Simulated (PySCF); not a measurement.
# C7H9BO3: excited states, first hyperpolarisability

Aim: compute the excited states, first hyperpolarisability of C7H9BO3 (`COc1cccc(B(O)O)c1`).

Computed with PySCF 2.14.0 and routines of our own; the level stands in each step. Atoms count from 0.

## (1) The starting structure

20 atoms, charge 0, multiplicity 1; geometry from: GFN2-xTB.

## (2) Geometry optimisation at PBE0-D3(BJ)/def2-SVP

What the job is given:

```
{"job": {"xc": "PBE0", "basis": "def2-SVP", "d3": "d3bj", "grid": 2, "kind": "geom"}, "charge": 0, "multiplicity": 1}
C     -3.408561     0.685030    -0.340078
O     -2.084479     1.155147    -0.286561
C     -1.072453     0.241500    -0.202665
C     -1.241839    -1.137197    -0.195801
C     -0.128237    -1.958321    -0.104824
C      1.140725    -1.424100    -0.017213
C      1.336551    -0.040649    -0.024332
B      2.795416     0.565489     0.081368
O      3.096271     1.858880    -0.222409
O      3.801524    -0.236140     0.490534
C      0.213860     0.772669    -0.121750
H     -3.580386     0.062768    -1.224397
H     -3.670028     0.118273     0.559614
H     -4.034076     1.574355    -0.400099
H     -2.223508    -1.580921    -0.255621
H     -0.265479    -3.030272    -0.101351
H      2.002054    -2.068323     0.059546
H      2.365333     2.397647    -0.520317
H      4.651409     0.204385     0.532653
H      0.300759     1.850460    -0.119029
```

On the command line:

```bash
$ OMP_NUM_THREADS=1 python excited_run.py task.json out
```

This one command runs all jobs of the session in turn.

Log:

```text
step   0  E = -521.83745064  max force = 0.014307
step   1  E = -521.83924482  max force = 0.002279
step   2  E = -521.83927112  max force = 0.000484
step   3  E = -521.83927051  max force = 0.000787
step   4  E = -521.83927521  max force = 0.000382
optimisation converged
```

Wall time 1.8 min (1 thread of Arm Neoverse V1, shared host); peak memory 0.91 GiB.

The steps of the relaxation:

```tsv
step	energy from step 0 (eV)	largest force component (eV/Å)
0	0.0000	0.7357
1	-0.0488	0.1172
2	-0.0495	0.0249
3	-0.0495	0.0405
4	-0.0496	0.0196
```

Distances of close pairs at the start and the end, largest changes first:

```tsv
bond	before (Å)	after (Å)	change (Å)
O1–C2	1.366	1.350	-0.016
C5–H16	1.078	1.092	+0.013
C10–H19	1.081	1.095	+0.013
C4–H15	1.081	1.093	+0.012
C6–B7	1.583	1.571	-0.012
C3–H14	1.079	1.090	+0.011
C3–C4	1.387	1.397	+0.011
C0–H11	1.095	1.105	+0.010
```

The end geometry stands in the next job.

```tsv
at the end point	value
point group (found at 0.08 Å tolerance)	C1
rotational constants (GHz, main isotopes)	2.386, 0.625, 0.499
dipole moment (D)	1.97
```

## (3) Excited states: TDA CAM-B3LYP/def2-SVPD

What the job is given:

```
{"job": {"kind": "states", "xc": "CAM-B3LYP", "basis": "def2-SVPD", "tda": true, "soc": true, "nstates": 6, "ntriplets": 5, "nquad": 4}, "charge": 0, "multiplicity": 1}
C     -3.450073     0.430063    -0.011006
O     -2.133931     0.897106     0.069802
C     -1.130628    -0.001385     0.167850
C     -1.307717    -1.388408     0.184332
C     -0.191719    -2.221873     0.295614
C      1.089369    -1.693510     0.389720
C      1.283594    -0.301362     0.367145
B      2.735176     0.292682     0.460757
O      3.026958     1.603153     0.212402
O      3.756639    -0.537996     0.797519
C      0.163786     0.525166     0.258410
H     -3.612503    -0.192749    -0.908820
H     -3.734994    -0.155674     0.881146
H     -4.095776     1.315225    -0.073754
H     -2.303207    -1.827783     0.113710
H     -0.339728    -3.304696     0.309515
H      1.955738    -2.351610     0.481366
H      2.263029     2.112615    -0.071801
H      4.599207    -0.071004     0.805495
H      0.245331     1.616855     0.253049
```

Level: TDA CAM-B3LYP/def2-SVPD excited states, vertical, gas phase, spin-orbit mean-field couplings.

Log:

```text
coarse grid: 17528 points
cycle   1  E = -521.9129047074  dE =  2.117e+00  |g| = 9.510e-01  |ddm| = 1.479e+01
cycle   2  E = -521.8556443916  dE =  5.726e-02  |g| = 1.154e+00  |ddm| = 3.855e+00
cycle   3  E = -522.0922119878  dE = -2.366e-01  |g| = 7.922e-02  |ddm| = 1.792e+00
cycle   4  E = -522.0933045061  dE = -1.093e-03  |g| = 4.167e-02  |ddm| = 3.873e-01
cycle   5  E = -522.0937060458  dE = -4.015e-04  |g| = 1.105e-02  |ddm| = 2.344e-01
cycle   6  E = -522.0937286928  dE = -2.265e-05  |g| = 3.966e-03  |ddm| = 3.117e-02
cycle   7  E = -522.0937319741  dE = -3.281e-06  |g| = 7.214e-04  |ddm| = 1.262e-02
final grid: 171640 points
cycle   8  E = -522.2074478017  dE = -6.149e-05  |g| = 3.714e-03  |ddm| = 2.544e-01
cycle   9  E = -522.2074489435  dE = -1.142e-06  |g| = 3.331e-03  |ddm| = 3.439e-02
cycle  10  E = -522.2074514384  dE = -2.495e-06  |g| = 5.307e-04  |ddm| = 1.614e-02
cycle  11  E = -522.2074514805  dE = -4.213e-08  |g| = 2.828e-04  |ddm| = 1.626e-03
cycle  12  E = -522.2074514971  dE = -1.659e-08  |g| = 3.881e-05  |ddm| = 9.235e-04
cycle  13  E = -522.2074514975  dE = -4.484e-10  |g| = 2.031e-05  |ddm| = 1.874e-04
converged SCF energy = -522.2074514975

Singlet excitations
state   eV       nm        f     d(h-e)  d(exc)  Lambda  PR(NTO)  |dmu|/D   mu/D   main configurations
  1   4.9766   249.1   0.05083   0.556   2.949   0.671   1.509    1.826    3.938   H->L 0.77, H-1->L+2 0.19
  2   5.9355   208.9   0.01497   0.489   2.947   0.795   2.013    1.669    3.780   H->L+2 0.52, H-1->L 0.42
  3   6.1670   201.0   0.00255   1.679   4.498   0.214   1.032    6.596    8.165   H->L+1 0.77, H->L+3 0.12
  4   6.6907   185.3   0.01321   1.074   4.530   0.216   1.126    4.634    2.671   H->L+3 0.71, H->L+4 0.09, H->L+1 0.09
  5   6.8995   179.7   1.11269   0.776   3.061   0.772   2.186                     H-1->L 0.47, H->L+2 0.38
  6   6.9242   179.1   0.01414   1.741   4.420   0.230   1.580                     H-1->L+1 0.64

Triplet excitations (Tamm-Dancoff)
state   eV     d(h-e)  d(exc)  Lambda  PR(NTO)   main configurations
  1   3.8841   0.298   2.653   0.755   1.502   H->L+2 0.35, H-1->L 0.31, H->L 0.26
  2   3.9655   0.406   2.783   0.708   1.015   H->L 0.70, H->L+2 0.13, H-1->L 0.12
  3   4.5442   0.233   2.782   0.810   1.993   H-1->L 0.51, H->L+2 0.45
  4   5.4845   0.113   2.710   0.635   1.035   H-1->L+2 0.94
  5   6.1189   1.526   4.417   0.211   1.035   H->L+1 0.74, H->L+3 0.13
S1 - T1 = 1.0925 eV

Spin-orbit couplings |<S|Hso|T>| (cm-1)
             T1       T2       T3       T4       T5
S0        0.232    0.155    0.232    0.188    2.078
S1        0.183    0.088    0.108    0.015    1.012
S2        0.163    0.275    0.026    0.259    1.303
S3        0.526    1.411    0.694    0.182    0.074
S4        1.028    2.047    0.262    0.231    0.199
S5        0.349    0.356    0.233    0.302    1.542
S6        1.269    1.215    1.035    0.789    0.063
T1 sublevels (cm-1): 0.000 0.000 0.000   radiative rates (1/s): 0.117 0.0601 0.00391
```

Run time: 1.8 min. Hardware: 1 thread of Arm Neoverse V1, shared host; peak memory 1.3 GiB.

In short:

```tsv
quantity	value
S1 less T1	1.09 eV
```

## (4) Excited states: TDDFT CAM-B3LYP/def2-SVPD

The job, as its differences from that of step 3:

```diff
@@ -1,2 +1,2 @@
-{"job": {"kind": "states", "xc": "CAM-B3LYP", "basis": "def2-SVPD", "tda": true, "soc": true, "nstates": 6, "ntriplets": 5, "nquad": 4}, "charge": 0, "multiplicity": 1}
+{"job": {"kind": "states", "xc": "CAM-B3LYP", "basis": "def2-SVPD", "tpa": true, "nstates": 8, "nquad": 6, "ntriplets": 0}, "charge": 0, "multiplicity": 1}
 C     -3.450073     0.430063    -0.011006
```

Method: TDDFT CAM-B3LYP/def2-SVPD excited states, vertical, gas phase, two-photon moments by quadratic response.

Log:

```text
coarse grid: 17528 points
cycle   1  E = -521.9129047074  dE =  2.117e+00  |g| = 9.510e-01  |ddm| = 1.479e+01
cycle   2  E = -521.8556443916  dE =  5.726e-02  |g| = 1.154e+00  |ddm| = 3.855e+00
cycle   3  E = -522.0922119878  dE = -2.366e-01  |g| = 7.922e-02  |ddm| = 1.792e+00
cycle   4  E = -522.0933045061  dE = -1.093e-03  |g| = 4.167e-02  |ddm| = 3.873e-01
cycle   5  E = -522.0937060458  dE = -4.015e-04  |g| = 1.105e-02  |ddm| = 2.344e-01
cycle   6  E = -522.0937286928  dE = -2.265e-05  |g| = 3.966e-03  |ddm| = 3.117e-02
cycle   7  E = -522.0937319741  dE = -3.281e-06  |g| = 7.214e-04  |ddm| = 1.262e-02
final grid: 171640 points
cycle   8  E = -522.2074478017  dE = -6.149e-05  |g| = 3.714e-03  |ddm| = 2.544e-01
cycle   9  E = -522.2074489435  dE = -1.142e-06  |g| = 3.331e-03  |ddm| = 3.439e-02
cycle  10  E = -522.2074514384  dE = -2.495e-06  |g| = 5.307e-04  |ddm| = 1.614e-02
cycle  11  E = -522.2074514805  dE = -4.213e-08  |g| = 2.828e-04  |ddm| = 1.626e-03
cycle  12  E = -522.2074514971  dE = -1.659e-08  |g| = 3.881e-05  |ddm| = 9.235e-04
cycle  13  E = -522.2074514975  dE = -4.484e-10  |g| = 2.031e-05  |ddm| = 1.874e-04
converged SCF energy = -522.2074514975

Singlet excitations
state   eV       nm        f     d(h-e)  d(exc)  Lambda  PR(NTO)  |dmu|/D   mu/D   delta(TPA)   sigma/GM   main configurations
  1   4.8564   255.3   0.04821   0.545   2.935   0.669   1.496    2.045    4.156       21.29      0.184   H->L 0.84, H-1->L+2 0.13
  2   5.7344   216.2   0.01164   0.444   2.907   0.794   2.064    1.516    3.633       28.09      0.338   H->L+2 0.54, H-1->L 0.41
  3   6.1646   201.1   0.00274   1.686   4.501   0.210   1.030    6.609    8.168       14.19      0.198   H->L+1 0.78, H->L+3 0.12
  4   6.4833   191.2   0.79466   0.655   2.971   0.779   2.268    1.877    3.990       87.67      1.350   H-1->L 0.54, H->L+2 0.41
  5   6.6873   185.4   0.01512   1.051   4.513   0.221   1.156    4.532    2.587       48.69      0.798   H->L+3 0.69, H->L+4 0.09, H->L+1 0.08
  6   6.8038   182.2   0.33287   0.251   3.072   0.589   1.587    0.838    2.903       35.65      0.605   H-1->L+2 0.74, H->L 0.12
  7   6.9275   179.0   0.01132   1.494   4.313   0.261   1.804                                            H-1->L+1 0.56
  8   6.9578   178.2   0.00865   0.243   3.016   0.531   1.197                                            H-2->L 0.88
```

Run time: 2.4 min. Hardware: 1 thread of Arm Neoverse V1, shared host; peak memory 1.4 GiB.

## (5) First hyperpolarisability: quadratic response CAM-B3LYP/def2-SVPD

The job, as its differences from that of step 4:

```diff
@@ -1,2 +1,2 @@
-{"job": {"kind": "states", "xc": "CAM-B3LYP", "basis": "def2-SVPD", "tpa": true, "nstates": 8, "nquad": 6, "ntriplets": 0}, "charge": 0, "multiplicity": 1}
+{"job": {"kind": "beta", "xc": "CAM-B3LYP", "basis": "def2-SVPD"}, "charge": 0, "multiplicity": 1}
 C     -3.450073     0.430063    -0.011006
```

With the program's defaults for keys left out, this is: quadratic response CAM-B3LYP/def2-SVPD first hyperpolarisability, Taylor convention, gas phase.

Log:

```text
coarse grid: 17528 points
cycle   1  E = -521.9129047074  dE =  2.117e+00  |g| = 9.510e-01  |ddm| = 1.479e+01
cycle   2  E = -521.8556443916  dE =  5.726e-02  |g| = 1.154e+00  |ddm| = 3.855e+00
cycle   3  E = -522.0922119878  dE = -2.366e-01  |g| = 7.922e-02  |ddm| = 1.792e+00
cycle   4  E = -522.0933045061  dE = -1.093e-03  |g| = 4.167e-02  |ddm| = 3.873e-01
cycle   5  E = -522.0937060458  dE = -4.015e-04  |g| = 1.105e-02  |ddm| = 2.344e-01
cycle   6  E = -522.0937286928  dE = -2.265e-05  |g| = 3.966e-03  |ddm| = 3.117e-02
cycle   7  E = -522.0937319741  dE = -3.281e-06  |g| = 7.214e-04  |ddm| = 1.262e-02
final grid: 171640 points
cycle   8  E = -522.2074478017  dE = -6.149e-05  |g| = 3.714e-03  |ddm| = 2.544e-01
cycle   9  E = -522.2074489435  dE = -1.142e-06  |g| = 3.331e-03  |ddm| = 3.439e-02
cycle  10  E = -522.2074514384  dE = -2.495e-06  |g| = 5.307e-04  |ddm| = 1.614e-02
cycle  11  E = -522.2074514805  dE = -4.213e-08  |g| = 2.828e-04  |ddm| = 1.626e-03
cycle  12  E = -522.2074514971  dE = -1.659e-08  |g| = 3.881e-05  |ddm| = 9.235e-04
cycle  13  E = -522.2074514975  dE = -4.484e-10  |g| = 2.031e-05  |ddm| = 1.874e-04
converged SCF energy = -522.2074514975

Lowest singlets (eV, f): 4.8564 0.0482  5.7344 0.0116  6.1646 0.0027

First hyperpolarisability (au)
process     nm      |vector|   parallel      HRS      DR
static         -      235.25     134.19      93.04    5.93
shg       1907.0      252.28     144.49      99.61    6.07
eope      1907.0      240.72      137.5          -       -
shg       1064.0      297.69     171.93     117.06   6.428
eope      1064.0      253.55     145.26          -       -
```

It took 2.2 min on 1 thread of Arm Neoverse V1, shared host; peak memory 1.4 GiB.

## (6) Summary of results

| quantity | value |
| --- | --- |
| point group | C1 |
| rotational constants (main isotopes) | 2.39, 0.63, 0.50 GHz |
| S1 less T1 (step 3, TDA CAM-B3LYP/def2-SVPD) | 1.09 eV |
| β vector (step 5, quadratic response CAM-B3LYP/def2-SVPD) | static 235, SHG 1907.0 nm 252, SHG 1064.0 nm 298 au |

In words: Over 4 steps the energy fell by 0.050 eV; of the close pairs, O1–C2 changed most, 1.366 to 1.350 Å. In step 3, the number of triplets below S1 is 3, and the largest singlet-triplet spin-orbit coupling is S0–T5, 2.08 cm⁻¹. β grows from 235 au (static) to 298 au for doubling at 1064.0 nm: normal dispersion, which grows as twice the photon energy moves toward the bright states.
